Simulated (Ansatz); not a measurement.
# CNNaO (SMILES N#C[O][Na]): one structure at several levels

A test off equilibrium: a frame of a short trajectory is computed at several levels, and each is set against CCSD(T).

Computed with Ansatz 0.2.0, Gaussian basis. Level: single points in def2-TZVPP.

Cores are frozen in the correlated methods. The outer core shell of Li, Na, Mg and K is correlated.

### 1 Where the work starts

SMILES `N#C[O][Na]`, 4 atoms, charge 0, spin multiplicity 1.

Atoms are counted from 1 here; the program's logs count them from 0.

Bond lengths: N1–C2 1.203 Å, C2–O3 1.280 Å, C2–Na4 2.876 Å, O3–Na4 2.202 Å. Angles: N1–C2–O3 168.5°, N1–C2–Na4 133.2°, O3–C2–Na4 46.6°, C2–O3–Na4 108.5°, C2–Na4–O3 25.0°.

As a file:

```
N     1.09901   -0.86611    1.09140
C     0.14987   -0.31529    0.59787
O    -0.89636    0.04586   -0.04550
Na   -0.26302    1.01599   -1.91765
```

### 2 PBE-D4/def2-TZVPP

The input, run/in.yaml:

```yaml
crystal:
  periodic: [false, false, false]
  atoms:
    - {symbol: N, position_ang: [1.099006, -0.866107, 1.091403]}
    - {symbol: C, position_ang: [0.149874, -0.315292, 0.597873]}
    - {symbol: O, position_ang: [-0.896355, 0.045863, -0.045503]}
    - {symbol: Na, position_ang: [-0.263020, 1.015989, -1.917653]}
basis:
  gaussian: {orbitals: def2-TZVPP}
hamiltonian: {xc: pbe, dispersion: d4}
output: {forces: true}
```

Command:

```console
$ ansatz run in.yaml --threads 2 --pin off --events-out ev --progress --plain --max-ram 3481MiB
```

### 3 r2SCAN-D4/def2-TZVPP

run/in.yaml: that of step 2 with these lines changed.

```diff
@@ -9,3 +9,3 @@
   gaussian: {orbitals: def2-TZVPP}
-hamiltonian: {xc: pbe, dispersion: d4}
+hamiltonian: {xc: r2scan, dispersion: d4}
 output: {forces: true}
```

### 4 PBE0-D4/def2-TZVPP

run/in.yaml: that of step 3 with these lines changed.

```diff
@@ -9,3 +9,3 @@
   gaussian: {orbitals: def2-TZVPP}
-hamiltonian: {xc: r2scan, dispersion: d4}
-output: {forces: true}
+hamiltonian: {xc: pbe0, dispersion: d4}
+output: {forces: true, orbitals: {seedname: orbitals}}
```

### 5 wB97M-V/def2-TZVPP

run/in.yaml: that of step 4 with these lines changed.

```diff
@@ -9,3 +9,3 @@
   gaussian: {orbitals: def2-TZVPP}
-hamiltonian: {xc: pbe0, dispersion: d4}
-output: {forces: true, orbitals: {seedname: orbitals}}
+hamiltonian: {xc: {name: wB97M-V}}
+output: {forces: true}
```

### 6 CCSD(T)/def2-TZVPP

run/in.yaml: that of step 5 with these lines changed.

```diff
@@ -9,3 +9,3 @@
   gaussian: {orbitals: def2-TZVPP}
-hamiltonian: {xc: {name: wB97M-V}}
+correlation: {method: ccsd_t}
 output: {forces: true}
```

(Steps that only read results are left out.)

**Question.** What will these runs give? Wanted: energy less free atoms, CCSD(T)/def2-TZVPP; RMS force component; RMS force error; HOMO and LUMO, PBE0-D4; T1 diagnostic.

As calculated:

```
                                  quantity                                                             value
energy less free atoms, CCSD(T)/def2-TZVPP                                                   -379.2 kcal/mol
                       RMS force component                              0.754 to 1.352 eV/Å over the methods
                           RMS force error  PBE-D4 0.163, r2SCAN-D4 0.226, PBE0-D4 0.450, wB97M-V 0.548 eV/Å
                    HOMO and LUMO, PBE0-D4                                                -5.89 and -2.16 eV
                             T1 diagnostic                                                             0.015
```

**Reading.** Against CCSD(T) the functionals' energies less atoms differ by -42.0 to -15.8 kcal/mol, PBE-D4 by -42.0 kcal/mol. The reference is not at the basis limit: in triple zeta CCSD(T) underbinds, which counts against methods that bind more; the gaps are no ranking. On forces the order runs from PBE-D4 to wB97M-V. Frozen-core CCSD(T) forces in triple zeta carry basis errors of their own, and this is one geometry, so small gaps rank nothing.
